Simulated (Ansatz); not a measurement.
# H₇HfN₃O: from a rough start to a stationary point

The task is to find a stationary geometry of H₇HfN₃O, check the end point by its vibrations and derive ideal-gas thermochemistry.

Method: RKS PBE0-D4/def2-TZVP; program: Ansatz 0.2.0, Gaussian basis.

The runs, in order: relaxation at PBE0-D4/def2-TZVP; harmonic vibrations at the same level.

1 further run of the same task is left out (set aside as unsound or not needed). Runs told in other sessions of the task aren't counted.

## 1. Where the work starts

12 atoms, charge 0, spin multiplicity 1.

Atoms are counted from 1 here; the program's logs count them from 0.

Bond lengths: N1–Hf2 2.027 Å, N1–H6 1.024 Å, N1–H7 1.023 Å, Hf2–N3 2.024 Å, Hf2–N4 2.036 Å, Hf2–O5 1.894 Å, N3–H8 1.025 Å, N3–H9 1.024 Å, N4–H10 1.024 Å, N4–H11 1.024 Å, O5–H12 0.963 Å. Angles: Hf2–N1–H6 115.8°, Hf2–N1–H7 116.5°, H6–N1–H7 105.5°, N1–Hf2–N3 108.9°, N1–Hf2–N4 110.7°, N1–Hf2–O5 113.0°, N3–Hf2–N4 113.0°, N3–Hf2–O5 106.3°, N4–Hf2–O5 104.9°, Hf2–N3–H8 111.1°, Hf2–N3–H9 115.0°, H8–N3–H9 105.4°, Hf2–N4–H10 114.1°, Hf2–N4–H11 114.3°, H10–N4–H11 105.1°, Hf2–O5–H12 112.8°.

As a file:

```xyz
12
H7HfN3O
N    -1.9314    0.4731   -0.0722
Hf    0.0585    0.1111    0.0669
N     0.3649   -1.3459    1.4375
N     0.8389   -0.3382   -1.7593
O     1.0442    1.6154    0.6604
H    -2.3081    1.1509    0.5960
H    -2.2787    0.7699   -0.9879
H     0.9709   -1.0170    2.1954
H    -0.4815   -1.6928    1.8968
H     1.8079   -0.6674   -1.7306
H     0.3266   -1.0626   -2.2696
H     1.5877    2.0034   -0.0334
```

The start is a GFN2-xTB geometry. Hf takes the def2 core potential; no spin-orbit term is included.

## 2. Geometry optimisation, PBE0-D4/def2-TZVP

File in.yaml:

```yaml
crystal:
  periodic: [false, false, false]
  atoms:
    - {symbol: N, position_ang: [-1.931430, 0.473070, -0.072200]}
    - {symbol: Hf, position_ang: [0.058460, 0.111140, 0.066870]}
    - {symbol: N, position_ang: [0.364930, -1.345880, 1.437520]}
    - {symbol: N, position_ang: [0.838910, -0.338150, -1.759340]}
    - {symbol: O, position_ang: [1.044200, 1.615390, 0.660360]}
    - {symbol: H, position_ang: [-2.308070, 1.150860, 0.595980]}
    - {symbol: H, position_ang: [-2.278670, 0.769910, -0.987860]}
    - {symbol: H, position_ang: [0.970890, -1.017040, 2.195400]}
    - {symbol: H, position_ang: [-0.481460, -1.692770, 1.896820]}
    - {symbol: H, position_ang: [1.807920, -0.667400, -1.730580]}
    - {symbol: H, position_ang: [0.326600, -1.062550, -2.269600]}
    - {symbol: H, position_ang: [1.587740, 2.003430, -0.033370]}
basis:
  gaussian: {orbitals: def2-TZVP}
hamiltonian: {xc: pbe0, dispersion: d4}
relax: {f_tol: 0.005, max_steps: 150}
```

Launch:

```
> ansatz run in.yaml --threads 4 --pin off --events-out ev --progress --plain --max-ram 11315MiB
```

After this run come: Harmonic vibrations.

Q: Predict the results of all the runs planned. Wanted: point group; shift from the start; total energy; dispersion term; dipole moment; lowest, highest wavenumber; zero-point energy.

As calculated:

| quantity | value |
| --- | --- |
| point group | C1 |
| steps | 30 |
| shift from the start (rms) | 0.595 Å |
| total energy | -7938.3167 eV |
| dispersion term | -187 meV |
| dipole moment | 0.60 D |
| lowest, highest wavenumber | 53, 4029 cm⁻¹ |
| zero-point energy | 53.7 kcal/mol |
| entropy at 298.15 K | 421.5 J/(mol K) |

The atoms moved 0.59 Å (rms) from the start; the bond that changed most is Hf2–O5, from 1.894 to 1.938 Å. All wavenumbers are real, so the end point is a minimum. The stiffest mode, 4029 cm⁻¹, is an O–H stretch, and 7 modes under 200 cm⁻¹ make the vibrational entropy uncertain. Harmonic hybrid wavenumbers usually lie a few per cent above measured fundamentals. The largest Mulliken charge, +1.39 e, sits on Hf2.
